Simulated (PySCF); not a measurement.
# The bond of GeBr, level by level, part 2 of 2

PySCF 2.14.0; Ge def2-TZVPPD, Br def2-TZVPPD; no relativity.

### Step 14. UHF (mean field)

The SCF at the reference distance, 2.332 Å, printed:

```text
******** <class 'pyscf.scf.uhf_symm.SymAdaptedUHF'> ********
method = SymAdaptedUHF
[... 11 set-up lines left out, the same as in an earlier log ...]
max_memory 4900 MB (current use 1237 MB)
[... 1 set-up line left out, the same as in an earlier log ...]
Overwritten attributes  get_jk get_k get_j get_occ get_hcore  of <class 'pyscf.scf.uhf_symm.SymAdaptedUHF'>
<class 'pyscf.scf.uhf_symm.SymAdaptedUHF'> does not have attributes  refdm
[... 1 set-up line left out, the same as in an earlier log ...]
init E= -4647.78574204821
cycle= 1 E= -4647.80489834194  delta_E= -0.0192  |g|= 0.097  |ddm|= 0.187
cycle= 2 E= -4647.80639646716  delta_E= -0.0015  |g|= 0.0504  |ddm|= 0.0864
cycle= 3 E= -4647.80680572316  delta_E= -0.000409  |g|= 0.00853  |ddm|= 0.0228
cycle= 4 E= -4647.80687925471  delta_E= -7.35e-05  |g|= 0.00304  |ddm|= 0.0153
cycle= 5 E= -4647.80689139032  delta_E= -1.21e-05  |g|= 0.0014  |ddm|= 0.00515
cycle= 6 E= -4647.80689745411  delta_E= -6.06e-06  |g|= 0.000586  |ddm|= 0.00504
cycle= 7 E= -4647.80689868538  delta_E= -1.23e-06  |g|= 0.000302  |ddm|= 0.00231
cycle= 8 E= -4647.80689903909  delta_E= -3.54e-07  |g|= 0.000136  |ddm|= 0.00139
cycle= 9 E= -4647.80689911273  delta_E= -7.36e-08  |g|= 5.08e-05  |ddm|= 0.000685
cycle= 10 E= -4647.80689912015  delta_E= -7.42e-09  |g|= 1.82e-05  |ddm|= 0.000197
cycle= 11 E= -4647.80689912097  delta_E= -8.17e-10  |g|= 5.01e-06  |ddm|= 5.9e-05
Extra cycle  E= -4647.80689912101  delta_E= -4e-11  |g|= 2.78e-06  |ddm|= 8.05e-06
converged SCF energy = -4647.80689912101  <S^2> = 0.76611433  2S+1 = 2.0160499
```

Re = 2.351 Å, ωe = 288.6 cm⁻¹, ωexe = 0.708 cm⁻¹, αe = 0.000291 cm⁻¹, Be = 0.07990 cm⁻¹, De = 2.37 eV, μ = -2.06 D.

### Step 15. Adding correlation

Reference: UHF; core orbitals frozen: 18.

Output of the coupled-cluster run at 2.332 Å:

```text
******** <class 'pyscf.cc.uccsd.UCCSD'> ********
CC2 = 0
CCSD nocc = (np.int64(16), np.int64(15)), nmo = (93, 93)
frozen orbitals [[0, 1, 2, 3, 4, 5, 6, 7, 8, 9, 10, 11, 12, 13, 14, 15, 16, 17], [0, 1, 2, 3, 4, 5, 6, 7, 8, 9, 10, 11, 12, 13, 14, 15, 16, 17]]
max_cycle = 80
direct = 0
conv_tol = 1e-07
conv_tol_normt = 1e-05
diis_space = 8
diis_start_cycle = 0
diis_start_energy_diff = 1e+09
max_memory 4900 MB (current use 1501 MB)
Init t2, MP2 energy = -0.476419979599182
Init E_corr(UCCSD) = -0.476419979608276
cycle = 1  E_corr(UCCSD) = -0.469069388465177  dE = 0.00735059114  norm(t1,t2) = 0.0869676
cycle = 2  E_corr(UCCSD) = -0.483140212657523  dE = -0.0140708242  norm(t1,t2) = 0.0276798
cycle = 3  E_corr(UCCSD) = -0.483134527353024  dE = 5.6853045e-06  norm(t1,t2) = 0.0161498
cycle = 4  E_corr(UCCSD) = -0.484915543895366  dE = -0.00178101654  norm(t1,t2) = 0.00738405
cycle = 5  E_corr(UCCSD) = -0.485038293729055  dE = -0.000122749834  norm(t1,t2) = 0.00252359
cycle = 6  E_corr(UCCSD) = -0.484823002971083  dE = 0.000215290758  norm(t1,t2) = 0.00100645
cycle = 7  E_corr(UCCSD) = -0.484841559643521  dE = -1.85566724e-05  norm(t1,t2) = 0.000365956
cycle = 8  E_corr(UCCSD) = -0.484853060045917  dE = -1.15004024e-05  norm(t1,t2) = 8.98937e-05
cycle = 9  E_corr(UCCSD) = -0.484849069885669  dE = 3.99016025e-06  norm(t1,t2) = 3.05386e-05
cycle = 10  E_corr(UCCSD) = -0.484848573794652  dE = 4.96091017e-07  norm(t1,t2) = 8.64129e-06
cycle = 11  E_corr(UCCSD) = -0.484848846424258  dE = -2.72629606e-07  norm(t1,t2) = 3.79549e-06
cycle = 12  E_corr(UCCSD) = -0.48484879396789  dE = 5.24563676e-08  norm(t1,t2) = 1.79632e-06
UCCSD converged
E(UCCSD) = -4648.291747914975  E_corr = -0.4848487939678899
UCCSD(T) correction = -0.0184651407927007
```

Correlation energy (eV) along the bond:

| R (Å) | MP2 | SCS-MP2 | CCSD | CCSD(T) | T1 |
| --- | --- | --- | --- | --- | --- |
| 2.006 | -13.148 | -12.179 | n/a | n/a | n/a |
| 2.099 | -13.087 | -12.136 | -13.279 | -13.777 | 0.012 |
| 2.192 | -13.034 | -12.099 | -13.242 | -13.742 | 0.012 |
| 2.262 | -12.997 | -12.075 | -13.217 | -13.718 | 0.012 |
| 2.332 | -12.964 | -12.052 | -13.193 | -13.696 | 0.012 |
| 2.402 | -12.933 | -12.031 | -13.171 | -13.675 | 0.013 |
| 2.495 | -12.895 | -12.005 | -13.144 | -13.650 | 0.013 |
| 2.612 | -12.853 | -11.977 | -13.114 | -13.623 | 0.013 |
| 2.752 | -12.811 | -11.950 | -13.083 | -13.597 | 0.014 |
| 2.938 | -12.764 | -11.919 | n/a | n/a | n/a |

UHF-MP2: Re = 2.314 Å, ωe = 305 cm⁻¹, ωexe = 0.740 cm⁻¹, αe = 0.000290 cm⁻¹, Be = 0.08249 cm⁻¹, De = 3.64 eV.

UHF-SCS-MP2: Re = 2.326 Å, ωe = 299.7 cm⁻¹, ωexe = 0.736 cm⁻¹, αe = 0.000291 cm⁻¹, Be = 0.08167 cm⁻¹, De = 3.51 eV.

UHF-CCSD: Re = 2.324 Å, ωe = 301 cm⁻¹, ωexe = 0.745 cm⁻¹, αe = 0.000291 cm⁻¹, Be = 0.08175 cm⁻¹, De = 3.38 eV.

UHF-CCSD(T): Re = 2.326 Å, ωe = 299.9 cm⁻¹, ωexe = 0.751 cm⁻¹, αe = 0.000292 cm⁻¹, Be = 0.08162 cm⁻¹, De = 3.52 eV.

### Step 16. The curves together

Energy (eV) from each level's lowest point:

| R (Å) | UHF | UHF-MP2 | UHF-SCS-MP2 | UHF-CCSD | UHF-CCSD(T) | PBE | PBEsol | PW91 | TPSS | r²SCAN | TPSSh | PBE0 | B97-3 | ωB97M-V |
| --- | --- | --- | --- | --- | --- | --- | --- | --- | --- | --- | --- | --- | --- | --- |
| 2.006 | 1.161 | 0.977 | 1.033 | n/a | n/a | 1.094 | 0.979 | 1.086 | 1.068 | 1.002 | 1.038 | 1.014 | 1.102 | 1.014 |
| 2.099 | 0.533 | 0.410 | 0.449 | 0.447 | 0.453 | 0.498 | 0.422 | 0.493 | 0.482 | 0.433 | 0.460 | 0.441 | 0.498 | 0.439 |
| 2.192 | 0.183 | 0.113 | 0.135 | 0.134 | 0.137 | 0.168 | 0.125 | 0.165 | 0.159 | 0.130 | 0.146 | 0.133 | 0.165 | 0.132 |
| 2.262 | 0.050 | 0.017 | 0.028 | 0.027 | 0.028 | 0.045 | 0.024 | 0.043 | 0.041 | 0.026 | 0.034 | 0.027 | 0.042 | 0.027 |
| 2.332 | 0.000 | 0.000 | 0.000 | 0.000 | 0.000 | 0.000 | 0.000 | 0.000 | 0.000 | 0.000 | 0.000 | 0.000 | 0.000 | 0.000 |
| 2.402 | 0.012 | 0.043 | 0.033 | 0.034 | 0.033 | 0.015 | 0.034 | 0.016 | 0.018 | 0.033 | 0.025 | 0.032 | 0.019 | 0.033 |
| 2.495 | 0.098 | 0.167 | 0.145 | 0.148 | 0.144 | 0.102 | 0.143 | 0.104 | 0.109 | 0.142 | 0.124 | 0.140 | 0.112 | 0.143 |
| 2.612 | 0.282 | 0.393 | 0.357 | 0.362 | 0.355 | 0.283 | 0.349 | 0.286 | 0.293 | 0.348 | 0.318 | 0.347 | 0.302 | 0.352 |
| 2.752 | 0.568 | 0.722 | 0.670 | 0.678 | 0.667 | 0.560 | 0.652 | 0.563 | 0.575 | 0.652 | 0.611 | 0.653 | 0.592 | 0.662 |
| 2.938 | 0.995 | 1.194 | 1.127 | n/a | n/a | 0.967 | 1.088 | 0.972 | 0.988 | 1.093 | 1.039 | 1.099 | 1.018 | 1.115 |

The whole job (state search and all levels along the bond) took 45 min on 2 threads of Arm Neoverse V1 (shared host), peak memory 5.4 GiB.

### Step 17. Results

This closing draws on all 2 parts.

Lowest PBE0 solution found, without spin–orbit coupling: ²Π (doublet), unpaired electrons π ↑. State 2 has its PBE0 minimum 3.17 eV higher. The other levels ran on the lowest alone.

| level | Re (Å) | ωe (cm⁻¹) | De (eV) | μ (D) |
| --- | --- | --- | --- | --- |
| UHF | 2.351 | 288.6 | 2.37 | -2.06 |
| UHF-MP2 | 2.314 | 305 | 3.64 | n/a |
| UHF-SCS-MP2 | 2.326 | 299.7 | 3.51 | n/a |
| UHF-CCSD | 2.324 | 301 | 3.38 | n/a |
| UHF-CCSD(T) | 2.326 | 299.9 | 3.52 | n/a |
| PBE | 2.347 | 284.7 | 3.89 | -1.42 |
| PBEsol | 2.323 | 294.4 | 4.13 | -1.27 |
| PW91 | 2.345 | 284.9 | 3.92 | -1.44 |
| TPSS | 2.342 | 285.6 | 3.82 | -1.45 |
| r²SCAN | 2.325 | 295.4 | 3.82 | -1.35 |
| TPSSh | 2.334 | 290.1 | 3.75 | -1.50 |
| PBE0 | 2.326 | 295.9 | 3.72 | -1.53 |
| B97-3 | 2.343 | 290.2 | 3.68 | -1.64 |
| ωB97M-V | 2.325 | 297.0 | 3.63 | -1.71 |

De is counted to Ge + Br in their ground configurations. A positive dipole means Ge(−)Br(+).

Differences from CCSD(T) in the same basis:

| level | Re (mÅ) | ωe (%) |
| --- | --- | --- |
| UHF | +25 | -3.7 |
| UHF-MP2 | -12 | +1.8 |
| UHF-SCS-MP2 | -1 | -0.1 |
| UHF-CCSD | -2 | +0.4 |
| PBE | +20 | -5.1 |
| PBEsol | -3 | -1.8 |
| PW91 | +19 | -5.0 |
| TPSS | +16 | -4.7 |
| r²SCAN | -1 | -1.5 |
| TPSSh | +8 | -3.3 |
| PBE0 | 0 | -1.3 |
| B97-3 | +16 | -3.2 |
| ωB97M-V | -1 | -0.9 |

Time per point (s) on 2 threads of Arm Neoverse V1, shared host (CPU time, shared integrals of 1.6 s apart; correlated levels include their reference; CCSD comes with the CCSD(T) run); the times are rough: UHF 3.4, UHF-MP2 6.3, UHF-SCS-MP2 6.3, PBE 2.8, PBEsol 1.9, PW91 1.9, TPSS 4, r²SCAN 4, TPSSh 6, PBE0 6.1, B97-3 4, ωB97M-V 15; the reference 570.

Cheap and still within 12 mÅ and 2.5 % of CCSD(T): PBEsol (1.9 s), against 570 s for the dearest run.

**Reading.** Judged by CCSD(T) in the same basis: best bond length PBE0 (0 mÅ), worst UHF (+25 mÅ); best wavenumber UHF-SCS-MP2 (-0.1 %), worst PBE (-5.1 %). Of the levels with a De here, UHF gives the least (2.37 eV) and PBEsol the most (4.13 eV).

Correlated steps freeze 18 core orbitals.
